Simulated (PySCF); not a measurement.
**One shape, several levels: C2H6GeSi (SMILES [SiH3]C#[C][GeH3])**

We compute a comparison of 6 runs (HF/3-21G, B2PLYP/STO-3G, B3LYP/6-31G*, PBE0/def2-SVP, PBE0/6-311G**, MP2/STO-3G) of C2H6GeSi. 

The results are computed with PySCF 2.14.0.

**1. Starting point**

C2H6GeSi has 10 atoms, charge 0, and is taken as a singlet. SMILES: `[SiH3]C#[C][GeH3]`. The shape is that of a PBE0-D4/def2-TZVP optimisation.

Bond lengths: Si1–C2 1.823 Å, C2–C3 1.213 Å, C3–Ge4 1.902 Å, Si1–H5 1.484 Å, Si1–H6 1.484 Å, Si1–H7 1.484 Å, Ge4–H8 1.533 Å, Ge4–H9 1.533 Å, Ge4–H10 1.533 Å. Some angles: Si1–C2–C3 179.9°, C2–C3–Ge4 179.8°, C2–Si1–H5 109.4°, C2–Si1–H6 109.4°, C2–Si1–H7 109.3°, C3–Ge4–H8 108.6°, C3–Ge4–H9 108.6°, C3–Ge4–H10 108.5°, H5–Si1–H6 109.6°, H5–Si1–H7 109.6°.

**2. Energy and forces at HF/3-21G (run 1)**

Input file run.py:

```python
# [SiH3]C#[C][GeH3]
from pyscf import gto

molecule = gto.Mole()
molecule.atom = [
    ('Si', (-1.195500, 1.664500, -1.346800)),
    ('C', (-0.307500, 0.425400, -0.346900)),
    ('C', (0.285700, -0.398700, 0.317400)),
    ('Ge', (1.220900, -1.687100, 1.357300)),
    ('H', (-2.005200, 0.974200, -2.380700)),
    ('H', (-2.086400, 2.460600, -0.467300)),
    ('H', (-0.213000, 2.562300, -2.002500)),
    ('H', (0.755900, -3.085800, 0.936900)),
    ('H', (0.905400, -1.442500, 2.837200)),
    ('H', (2.722900, -1.524100, 1.098200)),
]
molecule.verbose = 4
molecule.max_memory = 1860
molecule.basis = '3-21g'
molecule.build()

mf = molecule.RHF()
mf.conv_tol = 1e-10
mf.kernel()
if not mf.converged:
    mf = mf.newton().run(mf.mo_coeff, mf.mo_occ)

energy = mf.e_tot
print(f'total energy: {energy:.8f} hartree')
grad = mf.nuc_grad_method().kernel()
dip = mf.dip_moment()
pop, q = mf.mulliken_pop()
```

On the command line:

```console
OMP_NUM_THREADS=1 python run.py
```

Log:

```text
PySCF version 2.14.0

[... 64 lines left out ...]
converged SCF energy = -2431.47564531424
total energy: -2431.47564531 hartree
[... 11 lines left out ...]
Dipole moment(X, Y, Z, Debye):  0.18896, -0.25506,  0.20564
[... 76 lines left out ...]
charge of    9H =     -0.18092
```

Run time: 7.5 s. Hardware: 1 thread of Intel Xeon at 2.50GHz (Skylake/Cascade Lake), shared host; peak memory 0.14 GiB.

**3. The energy at B2PLYP/STO-3G (run 2)**

Input file calc.py:

```python
from pyscf import gto, dft, mp

mol = gto.M(
    atom=[
    ('Si', (-1.195500, 1.664500, -1.346800)),
    ('C', (-0.307500, 0.425400, -0.346900)),
    ('C', (0.285700, -0.398700, 0.317400)),
    ('Ge', (1.220900, -1.687100, 1.357300)),
    ('H', (-2.005200, 0.974200, -2.380700)),
    ('H', (-2.086400, 2.460600, -0.467300)),
    ('H', (-0.213000, 2.562300, -2.002500)),
    ('H', (0.755900, -3.085800, 0.936900)),
    ('H', (0.905400, -1.442500, 2.837200)),
    ('H', (2.722900, -1.524100, 1.098200)),
],
    spin=0,
    max_memory=1860,
    basis='sto-3g',
    verbose=3,
)

ks = dft.RKS(mol)
ks.xc = '0.53*HF + 0.47*B88, 0.73*LYP'
ks.conv_tol = 1e-10
ks.grids.level = 5
ks.kernel()
if not ks.converged:
    ks = ks.newton().run(ks.mo_coeff, ks.mo_occ)

pt = mp.MP2(ks, frozen=16).run()
energy = ks.e_tot + 0.27 * pt.e_corr
print('PT2 part  %.8f' % (0.27 * pt.e_corr))
print(f'total energy: {energy:.8f} hartree')
dip = ks.dip_moment()
pop, q = ks.mulliken_pop()
```

On the command line:

```console
OMP_NUM_THREADS=1 python calc.py
```

Log:

```text
converged SCF energy = -2417.34123112385
E(RMP2) = -2417.64570727561  E_corr = -0.304476151763441
E(SCS-RMP2) = -2417.65888409685  E_corr = -0.317652973000477
PT2 part  -0.08220856
total energy: -2417.42343968 hartree
Dipole moment(X, Y, Z, Debye):  0.12636, -0.16934,  0.13661
 ** Mulliken pop  **
pop of  0 Si 1s           1.99956
pop of  0 Si 2s           1.98503
pop of  0 Si 3s           1.20320
pop of  0 Si 2px          1.96124
pop of  0 Si 2py          1.96076
pop of  0 Si 2pz          1.96111
pop of  0 Si 3px          0.76882
pop of  0 Si 3py          0.74314
pop of  0 Si 3pz          0.76149
pop of  1 C 1s            1.99368
pop of  1 C 2s            1.24423
pop of  1 C 2px           1.00658
pop of  1 C 2py           1.01702
pop of  1 C 2pz           1.00930
pop of  2 C 1s            1.99359
pop of  2 C 2s            1.23590
pop of  2 C 2px           0.99925
pop of  2 C 2py           1.00804
pop of  2 C 2pz           1.00178
pop of  3 Ge 1s           1.99998
pop of  3 Ge 2s           1.99866
pop of  3 Ge 3s           1.99693
pop of  3 Ge 4s           1.22621
pop of  3 Ge 2px          1.99955
pop of  3 Ge 2py          1.99954
pop of  3 Ge 2pz          1.99954
pop of  3 Ge 3px          1.97799
pop of  3 Ge 3py          1.97771
pop of  3 Ge 3pz          1.97792
pop of  3 Ge 4px          0.82289
pop of  3 Ge 4py          0.79764
pop of  3 Ge 4pz          0.81628
pop of  3 Ge 3dxy         1.98125
pop of  3 Ge 3dyz         1.97903
pop of  3 Ge 3dz^2        1.96405
pop of  3 Ge 3dxz         1.98635
pop of  3 Ge 3dx2-y2      1.96525
pop of  4 H 1s            1.13057
pop of  5 H 1s            1.13057
pop of  6 H 1s            1.13058
pop of  7 H 1s            1.09593
pop of  8 H 1s            1.09593
pop of  9 H 1s            1.09594
 ** Mulliken atomic charges  **
charge of    0Si =      0.65564
charge of    1C =     -0.27080
charge of    2C =     -0.23856
charge of    3Ge =      0.53324
charge of    4H =     -0.13057
charge of    5H =     -0.13057
charge of    6H =     -0.13058
charge of    7H =     -0.09593
charge of    8H =     -0.09593
charge of    9H =     -0.09594
```

It took 21 s on 1 thread of Intel Xeon at 2.50GHz (Skylake/Cascade Lake), shared host; peak memory 0.31 GiB.

Runs 3 to 4 aren't shown in full; the table further down has their settings and results.

**4. Energy and forces at PBE0/6-311G(d,p) (run 5)**

Input file input.py:

```python
from pyscf import gto, dft

mol = gto.M(
    atom='''
Si    -2.259168     3.145449    -2.545083
C     -0.581091     0.803889    -0.655546
C      0.539895    -0.753434     0.599799
Ge     2.307167    -3.188157     2.564925
H     -3.789279     1.840971    -4.498871
H     -3.942725     4.649860    -0.883069
H     -0.402512     4.842045    -3.784177
H      1.428444    -5.831317     1.770484
H      1.710958    -2.725930     5.361531
H      5.145535    -2.880132     2.075297
''',
    verbose=3,
    unit='bohr',
    max_memory=1860,
    basis='6-311g**',
    spin=0,
)

mf = dft.RKS(mol, xc='pbe0')
mf.grids.level = 5
mf.conv_tol = 1e-10
mf.kernel()
if not mf.converged:
    mf = mf.newton().run(mf.mo_coeff, mf.mo_occ)

energy = mf.e_tot
print(f'total energy: {energy:.8f} hartree')
grad = mf.nuc_grad_method().kernel()
dip = mf.dip_moment()
pop, q = mf.mulliken_pop()
```

On the command line:

```console
OMP_NUM_THREADS=1 python input.py
```

Log:

```text
converged SCF energy = -2445.74138317478
total energy: -2445.74138317 hartree
[... 8 lines left out ...]
Dipole moment(X, Y, Z, Debye):  0.25209, -0.34267,  0.27640
[... 153 lines left out ...]
charge of    9H =     -0.05351
```

Wall time 1.8 min (1 thread of Intel Xeon at 2.50GHz (Skylake/Cascade Lake), shared host); peak memory 1.6 GiB.

**5. Energy and gradient at MP2/STO-3G (run 6)**

Input file input.py:

```python
from pyscf import gto, scf, mp

mol = gto.M(
    atom='''
Si    -2.259168     3.145449    -2.545083
C     -0.581091     0.803889    -0.655546
C      0.539895    -0.753434     0.599799
Ge     2.307167    -3.188157     2.564925
H     -3.789279     1.840971    -4.498871
H     -3.942725     4.649860    -0.883069
H     -0.402512     4.842045    -3.784177
H      1.428444    -5.831317     1.770484
H      1.710958    -2.725930     5.361531
H      5.145535    -2.880132     2.075297
''',
    unit='bohr',
    basis='sto-3g',
    spin=0,
    max_memory=1860,
    verbose=4,
)

hf = scf.RHF(mol)
hf.conv_tol = 1e-10
hf.kernel()
if not hf.converged:
    hf = hf.newton().run(hf.mo_coeff, hf.mo_occ)

pt = mp.MP2(hf, frozen=16).run()
energy = pt.e_tot
print('Final energy', energy)
grad = pt.nuc_grad_method().kernel()
hf.analyze()
```

On the command line:

```console
OMP_NUM_THREADS=1 python input.py
```

Log:

```text
PySCF version 2.14.0

[... 84 lines left out ...]
Two-electron Energy =                 1230.805753031805352
[... 10 lines left out ...]
MO #7   energy= -10.9200569429832  occ= 2
[... 8 lines left out ...]
MO #16  energy= -4.00319624190135  occ= 2
[... 8 lines left out ...]
MO #25  energy= -0.499498607075043 occ= 2
[... 8 lines left out ...]
MO #34  energy= 0.360975552962741  occ= 0
[... 8 lines left out ...]
MO #43  energy= 1.36207636146099   occ= 0
[... 56 lines left out ...]
Dipole moment(X, Y, Z, Debye):  0.11402, -0.15310,  0.12346
```

Run time: 8.7 s. Hardware: 1 thread of Intel Xeon at 2.50GHz (Skylake/Cascade Lake), shared host; peak memory 0.17 GiB.

**6. The series**

| run | level | task | frozen core orbitals | energy (Eh) | dipole moment (D) of the reference | HOMO energy (eV) | LUMO energy (eV) | wall time |
| --- | --- | --- | --- | --- | --- | --- | --- | --- |
| 1 | HF/3-21G | gradient | – | -2431.475645 | 0.38 | -10.67 | 3.56 | 7.5 s |
| 2 | B2PLYP/STO-3G | energy | 16 | -2417.423440 | 0.25 | -6.32 | 6.65 | 21 s |
| 3 | B3LYP/6-31G* (Cartesian functions) | gradient | – | -2446.015469 | 0.53 | -7.55 | -0.22 | 77 s |
| 4 | PBE0/def2-SVP | gradient | – | -2445.345927 | 0.52 | -8.05 | -0.34 | 72 s |
| 5 | PBE0/6-311G** | gradient | – | -2445.741383 | 0.51 | -8.03 | -0.35 | 1.8 min |
| 6 | MP2/STO-3G | gradient | 16 | -2415.850304 | 0.23 | -8.09 | 9.82 | 8.7 s |

**7. Outcome**

| quantity | value |
| --- | --- |
| run 6: total energy | -2415.85030 Eh |
| run 6: dipole moment (Hartree–Fock density) | 0.23 D |
| run 6: HOMO energy (Hartree–Fock orbitals) | -8.09 eV |
| run 6: LUMO energy (Hartree–Fock orbitals) | 9.82 eV |
| run 6: HOMO–LUMO gap (Hartree–Fock orbitals) | 17.91 eV |
| run 6: correlation energy (16 core orbitals frozen) | -232.5 mEh |
| run 6: largest force on an atom | 3.565 eV/Å |

What this shows: Over runs 1, 2, 3, 4, 5 the dipole moment (its size) runs from 0.25 D (B2PLYP/STO-3G) to 0.53 D (B3LYP/6-31G*). The two ends differ in method and basis. A double hybrid's value is that of its SCF part. Over runs 1, 2, 3, 4, 5 the HOMO–LUMO gap runs from 7.33 eV (B3LYP/6-31G*) to 14.23 eV (HF/3-21G). Totals of different functionals can't be ranked against each other. In runs 2, 6 the basis is minimal, so the values are rough. All runs together took 4.9 min, the longest 1.8 min.
